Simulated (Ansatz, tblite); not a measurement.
# C₁₆H₁₀O₄: one state, many levels

One table from this session's results is given with a row withheld; the runs are named, their logs left out.

Computed with Ansatz 0.2.0, Gaussian basis. Level: as each input shows.

The runs, in order: GFN1-xTB, GFN2-xTB, PBE-D4/def2-TZVP, r2SCAN-D4/def2-TZVP, PBE+5HF/def2-SVP, PBE+10HF/def2-SVP, PBE+15HF/def2-SVP, PBE+35HF/def2-SVP, PBE+50HF/def2-SVP, PBE-D4/def2-SVP, PBE0-D4/def2-SVP.

1 further run of the same task is left out (set aside as unsound or not needed).

### The geometry

The singlet was relaxed beforehand with r2SCAN-D4/def2-SVP.

SMILES `c1coc(-c2ccc(-c3ccc(-c4ccco4)o3)o2)c1`, 30 atoms, charge 0, spin multiplicity 1.

Bond lengths: C1–C2 1.369 Å, C1–C20 1.427 Å, C1–H21 1.089 Å, C2–O3 1.358 Å, C2–H22 1.087 Å, O3–C4 1.363 Å, C4–C5 1.431 Å, C4–C20 1.380 Å, C5–C6 1.381 Å, C5–O19 1.364 Å, C6–C7 1.420 Å, C6–H23 1.088 Å, C7–C8 1.382 Å, C7–H24 1.088 Å, C8–C9 1.427 Å, C8–O19 1.365 Å, C9–C10 1.382 Å, C9–O18 1.365 Å and more. Angles: C2–C1–C20 106.3°, C2–C1–H21 126.4°, C20–C1–H21 127.3°, C1–C2–O3 110.4°, C1–C2–H22 133.9°, O3–C2–H22 115.7°, C2–O3–C4 107.3°, O3–C4–C5 116.8°, O3–C4–C20 110.0°, C5–C4–C20 133.2°, C4–C5–C6 133.1°, C4–C5–O19 116.9°, C6–C5–O19 110.0°, C5–C6–C7 106.4°, C5–C6–H23 125.6°, C7–C6–H23 128.0°, C6–C7–C8 106.3°, C6–C7–H24 128.0° and more.

PBE0-D4/def2-TZVP was run before; its log isn't repeated, and its numbers join the tables.

The first run:

Tight binding, by tblite at 300 K electronic temperature and without a spin-polarisation term:

```python
tblite.interface.Calculator('GFN1-xTB', numbers, positions, charge=0, uhf=0).singlepoint()
```

Tight binding, by tblite at 300 K electronic temperature and without a spin-polarisation term:

```python
tblite.interface.Calculator('GFN2-xTB', numbers, positions, charge=0, uhf=0).singlepoint()
```

start.molden holds the orbitals of an earlier run on this state, given as this run's starting guess.

The input, in.yaml:

```yaml
crystal:
  periodic: [false, false, false]
  atoms:
    - {symbol: C, position_ang: [5.934215, -0.617023, 1.499472]}
    - {symbol: C, position_ang: [6.275029, 0.348065, 0.589878]}
    - {symbol: O, position_ang: [5.167418, 0.816458, -0.041663]}
    - {symbol: C, position_ang: [4.096415, 0.144799, 0.466957]}
    - {symbol: C, position_ang: [2.811222, 0.483521, -0.062114]}
    - {symbol: C, position_ang: [2.393879, 1.384705, -1.022107]}
    - {symbol: C, position_ang: [0.982396, 1.256408, -1.104913]}
    - {symbol: C, position_ang: [0.625688, 0.284181, -0.189370]}
    - {symbol: C, position_ang: [-0.626133, -0.285202, 0.191484]}
    - {symbol: C, position_ang: [-0.983650, -1.256721, 1.107447]}
    - {symbol: C, position_ang: [-2.395209, -1.384408, 1.024175]}
    - {symbol: C, position_ang: [-2.811706, -0.483959, 0.063119]}
    - {symbol: C, position_ang: [-4.096310, -0.144993, -0.467201]}
    - {symbol: C, position_ang: [-4.514296, 0.754286, -1.426511]}
    - {symbol: C, position_ang: [-5.932647, 0.617161, -1.502053]}
    - {symbol: C, position_ang: [-6.274938, -0.346899, -0.591922]}
    - {symbol: O, position_ang: [-5.168204, -0.815523, 0.040995]}
    - {symbol: O, position_ang: [-1.737785, 0.185729, -0.444567]}
    - {symbol: O, position_ang: [1.737806, -0.186922, 0.445723]}
    - {symbol: C, position_ang: [4.515884, -0.755037, 1.425096]}
    - {symbol: H, position_ang: [6.617690, -1.164636, 2.146482]}
    - {symbol: H, position_ang: [7.217105, 0.796507, 0.284276]}
    - {symbol: H, position_ang: [3.040746, 2.050780, -1.589306]}
    - {symbol: H, position_ang: [0.296711, 1.801519, -1.750208]}
    - {symbol: H, position_ang: [-0.298584, -1.801572, 1.753623]}
    - {symbol: H, position_ang: [-3.042573, -2.049814, 1.591589]}
    - {symbol: H, position_ang: [-3.872206, 1.422478, -1.996666]}
    - {symbol: H, position_ang: [-6.615157, 1.164681, -2.150165]}
    - {symbol: H, position_ang: [-7.217601, -0.794404, -0.286768]}
    - {symbol: H, position_ang: [3.874785, -1.424175, 1.995256]}
basis:
  gaussian: {orbitals: def2-TZVP, fitting: {mean_field: def2-universal-jkfit}, initial_orbitals: start.molden}
hamiltonian: {xc: pbe, dispersion: d4}
scf: {omitted_lower_state_checks: [starts]}
output: {forces: true, orbitals: {seedname: orbitals}}
```

The run is started by

```sh
$ ansatz run in.yaml --threads 2 --pin off --events-out ev --progress --plain --max-ram 32768MiB --backend cuda --devices 0, --max-vram 18GiB
```

Among the steps run: PBE-D4/def2-TZVP; r2SCAN-D4/def2-TZVP; PBE+5HF/def2-SVP; PBE+10HF/def2-SVP; PBE+15HF/def2-SVP; PBE+35HF/def2-SVP; PBE+50HF/def2-SVP; PBE-D4/def2-SVP; PBE0-D4/def2-SVP.

One table of the session follows, with a row left open; its other results are not shown here.

It belongs to the step «Binding energy». 

| level | binding an atom (eV) |
| --- | --- |
| PBE-D4/def2-SVP | 5.631 |
| PBE-D4/def2-TZVP | 5.528 |
| r2SCAN-D4/def2-TZVP | 5.317 |
| PBE0-D4/def2-SVP | ? |
| PBE0-D4/def2-TZVP | 5.364 |

**Question.** Estimate the row for PBE0-D4/def2-SVP.

As computed: binding an atom (eV): 5.463. In the column «binding an atom (eV)» it lies between PBE0-D4/def2-TZVP (5.364) and PBE-D4/def2-TZVP (5.528).

Caveats from the session: Free atoms were run apart at each level; binding is atoms less cluster, divided by the number of atoms, without zero-point or spin-orbit terms.
